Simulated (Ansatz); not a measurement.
MoI:

```xyz
2
Lattice="0.0000 3.1789 3.1789 3.1789 0.0000 3.1789 3.1789 3.1789 0.0000" Properties=species:S:1:pos:R:3 pbc="T T T"
Mo    0.0000    0.0000    0.0000
I     4.7683    4.7683    4.7683
```

The cell was built by a generator and needn't be a form met in nature.

Base run:

| Item | Value |
| --- | --- |
| Program | Ansatz 0.2.0 |
| Functional | RPBE |
| Potentials or basis | Ansatz PAW |
| Cutoff | 420 eV |
| Density cutoff | 1680 eV |
| k mesh | 7 × 7 × 7 |
| Occupations | fermi-dirac, width 0.05 eV |
| Spin | no spin polarisation |

Its results: band gap on the k mesh none (metal or under the smearing width); pressure -5.8 GPa.

The run is repeated on the same cell with these changes: functional from RPBE to PBEsol. What comes out?

Band gap on the k mesh none (metal or under the smearing width); pressure -10.2 GPa.

PBEsol binds more tightly than RPBE, so the same cell stands under less pressure.

Caveats: an odd number of electrons without spin polarisation forces a metal; a magnetic or distorted state may lie lower; the PAW data sets come from PBE, with cores solved anew for the run's functional, which leaves a small shift of forces and pressure; the potentials were made for another functional, which shifts forces and pressure (some runs).

Not every run made on this cell is shown here.
